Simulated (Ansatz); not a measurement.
**C3H9AlS: one species, many methods**

How much do the methods differ for C3H9AlS? The plan is to run it at one geometry with functionals of several rungs and with coupled cluster. The yardstick is the atomisation energy at the CCSD(T) limit.

The runs use Ansatz 0.2.0, Gaussian basis; functionals in def2-TZVPP, the program's frozen cores in correlated methods.

Levels to be run: LDA (SPW92), PBE-D4, revPBE-D4, BLYP-D4, r2SCAN-D4, B97M-V, PBE0-D4, B3LYP-D4, r2SCANh-D4, r2SCAN0-D4, HSE06-D4, BHLYP-D4, CAM-B3LYP-D4, LC-ωPBE, ωB97X-V, ωB97M-V, B2PLYP, PBE-QIDH; CCSD(T)/def2-SVP; CCSD(T)/def2-TZVPP; MP2/def2-QZVPP; extrapolation to the limit; RPA on PBE.

**1. The geometry**

An earlier PBE0-D4 in a triple-zeta def2 set relaxation fixed the geometry.

14 atoms, charge 0, spin multiplicity 1.

Atoms are counted from 1 here; the program's logs count them from 0.

Bond lengths: C1–C2 1.514 Å, C1–H6 1.092 Å, C1–H7 1.092 Å, C1–H8 1.092 Å, C2–S3 1.813 Å, C2–H9 1.093 Å, C2–H10 1.092 Å, S3–C4 1.846 Å, S3–Al5 2.418 Å, C4–Al5 1.964 Å, C4–H11 1.088 Å, C4–H12 1.089 Å, Al5–H13 1.585 Å, Al5–H14 1.589 Å. Angles: C2–C1–H6 111.0°, C2–C1–H7 109.9°, C2–C1–H8 111.5°, H6–C1–H7 108.2°, H6–C1–H8 108.3°, H7–C1–H8 107.9°, C1–C2–S3 110.5°, C1–C2–H9 111.6°, C1–C2–H10 111.2°, S3–C2–H9 106.9°, S3–C2–H10 107.9°, H9–C2–H10 108.5°, C2–S3–C4 100.8°, C2–S3–Al5 100.4°, C4–S3–Al5 52.8°, S3–C4–Al5 78.7°, S3–C4–H11 109.2°, S3–C4–H12 107.3° and more.

As a file:

```xyz
14

C    -2.00781    0.45721   -0.75984
C    -0.78425   -0.42087   -0.60885
S     0.72713    0.57740   -0.68566
C     1.95430   -0.59896    0.03332
Al    1.45424    0.44868    1.61691
H    -2.07928    1.17223    0.06185
H    -2.90966   -0.15879   -0.75423
H    -1.98720    1.01464   -1.69862
H    -0.71861   -1.16005   -1.41072
H    -0.79092   -0.94668    0.34855
H     1.62978   -1.61880   -0.16438
H     2.90877   -0.40903   -0.45536
H     2.38566    1.65955    2.03981
H     0.20505   -0.04583    2.46612
```

**2. LDA**

This LDA is Slater exchange with PW92 correlation.

Input file in.yaml:

```yaml
crystal:
  periodic: [false, false, false]
  atoms:
    - {symbol: C, position_ang: [-2.007807, 0.457212, -0.759842]}
    - {symbol: C, position_ang: [-0.784250, -0.420867, -0.608849]}
    - {symbol: S, position_ang: [0.727126, 0.577400, -0.685664]}
    - {symbol: C, position_ang: [1.954302, -0.598965, 0.033322]}
    - {symbol: Al, position_ang: [1.454240, 0.448681, 1.616909]}
    - {symbol: H, position_ang: [-2.079282, 1.172230, 0.061850]}
    - {symbol: H, position_ang: [-2.909664, -0.158786, -0.754233]}
    - {symbol: H, position_ang: [-1.987195, 1.014642, -1.698620]}
    - {symbol: H, position_ang: [-0.718611, -1.160048, -1.410724]}
    - {symbol: H, position_ang: [-0.790917, -0.946685, 0.348553]}
    - {symbol: H, position_ang: [1.629780, -1.618801, -0.164378]}
    - {symbol: H, position_ang: [2.908775, -0.409035, -0.455357]}
    - {symbol: H, position_ang: [2.385656, 1.659555, 2.039809]}
    - {symbol: H, position_ang: [0.205046, -0.045831, 2.466122]}
basis:
  gaussian: {orbitals: def2-TZVPP}
hamiltonian: {xc: lda}
output: {orbitals: {seedname: orbitals}}
```

Further steps of the session: PBE-D4 (GGA); revPBE-D4 (GGA); BLYP-D4 (GGA); r2SCAN-D4 (meta-GGA); B97M-V (meta-GGA); PBE0-D4 (hybrid); B3LYP-D4 (hybrid); r2SCANh-D4 (hybrid); r2SCAN0-D4 (hybrid); HSE06-D4 (hybrid); BHLYP-D4 (hybrid); CAM-B3LYP-D4 (range-separated); LC-ωPBE (range-separated); ωB97X-V (range-separated); ωB97M-V (range-separated); B2PLYP (double hybrid); PBE-QIDH (double hybrid); CCSD(T) in def2-SVP; CCSD(T) in def2-TZVPP; MP2 in def2-QZVPP; RPA on PBE orbitals.

Q: Predict the results of all the runs planned. Wanted: atomisation energy, CCSD(T)/CBS; farthest beyond LDA; mean size of error, GGA; mean size of error, meta-GGA; mean size of error, hybrid; mean size of error, range-separated; mean size of error, double hybrid; gap, smallest and largest; T1 diagnostic.

As calculated:

| quantity | value |
| --- | --- |
| atomisation energy, CCSD(T)/CBS | 4901.6 kJ/mol |
| functionals within 24.5 kJ/mol (0.5 %) | r2SCAN-D4, PBE0-D4, B3LYP-D4, r2SCANh-D4, HSE06-D4, CAM-B3LYP-D4, ωB97X-V, ωB97M-V, PBE-QIDH |
| farthest beyond LDA | BHLYP-D4 (-108.5 kJ/mol) |
| mean size of error, GGA | 45.4 kJ/mol |
| mean size of error, meta-GGA | 31.1 kJ/mol |
| mean size of error, hybrid | 29.0 kJ/mol |
| mean size of error, range-separated | 15.7 kJ/mol |
| mean size of error, double hybrid | 43.0 kJ/mol |
| gap, smallest and largest | 4.60 eV (LDA (SPW92)), 11.19 eV (LC-ωPBE) |
| T1 diagnostic | 0.0106 |
| triples share of the correlation energy | 4.1 % |

**Reading.** The LDA atomisation energy is off by 637.5 kJ/mol (13 %): it overbinds. PBE-D4 misses by +62.1 kJ/mol. Double hybrids carry the basis error of their MP2 part in triple zeta, and no dispersion term here, so their miss is partly the set-up's. Taken by rung, range-separated functionals do best (15.7 kJ/mol on average) and GGA ones worst beyond LDA (45.4 kJ/mol). The reference freezes the cores and leaves out relativity and excitations past (T), so misses under about 24.5 kJ/mol can't be ranked. Hartree-Fock recovers 75 % of the binding; the rest is correlation. CCSD(T) in def2-SVP is off by -242.5 kJ/mol, worse than the median functional, from the basis alone. The gap grows from 4.6 to 11.2 eV across the functionals, mostly with the share of exact exchange.
